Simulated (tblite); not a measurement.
# C6H13BO2: the cost of one run

The runs use tblite 0.8.0 and PySCF 2.14.0, with density-fitted response routines of our own; the level of theory stands in each step. All values are computed, except where a source is named. Atoms count from 0, in the outputs and in this text.

**1. The starting structure**

22 atoms, charge 0, multiplicity 1; geometry from: force field or distance geometry start.

Bonds of the start (Å): C0–C1 1.47, C1–C2 1.54, C1–C3 1.53, C1–C4 1.46, C4–C5 1.46, C5–O6 1.42, O6–B7 1.47, B7–O8 1.49, O8–C4 1.41, C0–H9 1.08, C0–H10 1.13, C0–H11 1.13, C2–H12 1.10, C2–H13 1.11, C2–H14 1.13, C3–H15 1.11, C3–H16 1.09, C3–H17 1.09, C4–H18 1.13, C5–H19 1.10, C5–H20 1.12, B7–H21 1.20.

**2. Geometry optimisation with GFN2-xTB**

Job settings and geometry (Å):

```
{"job": {"kind": "relax", "xc": "GFN2-xTB", "basis": "xTB"}, "charge": 0, "multiplicity": 1}
C     -1.291900    -1.376100    -0.043700
C     -0.670100    -0.043600     0.048800
C     -0.841700     0.449500     1.499300
C     -1.487600     0.913400    -0.822900
C      0.749500     0.125500    -0.260700
C      1.775900    -0.612300     0.475900
O      2.964700    -0.383300    -0.266800
B      2.534500     0.325400    -1.484800
O      1.122600    -0.120600    -1.599900
H     -0.770600    -2.161800    -0.576300
H     -2.284600    -1.269800    -0.565700
H     -1.594600    -1.693000     1.001500
H     -0.649800    -0.379200     2.204300
H     -0.090600     1.252900     1.653200
H     -1.870600     0.891200     1.635600
H     -1.844300     0.309500    -1.679500
H     -2.364200     1.302400    -0.297000
H     -0.868600     1.712900    -1.222100
H      0.987600     1.227200    -0.135000
H      1.690000    -1.709300     0.529000
H      1.960500    -0.221600     1.506500
H      2.833400     1.480000    -1.600600
```

Run with:

```sh
OMP_NUM_THREADS=1 python probes_run.py task.json out
```

One launch serves the whole session: the jobs run in the order shown.

Q: Estimate the wall time and peak memory of this first job on 1 thread of Arm Neoverse N1, shared host.

About 1.5 s, with a peak of 0.18 GiB.
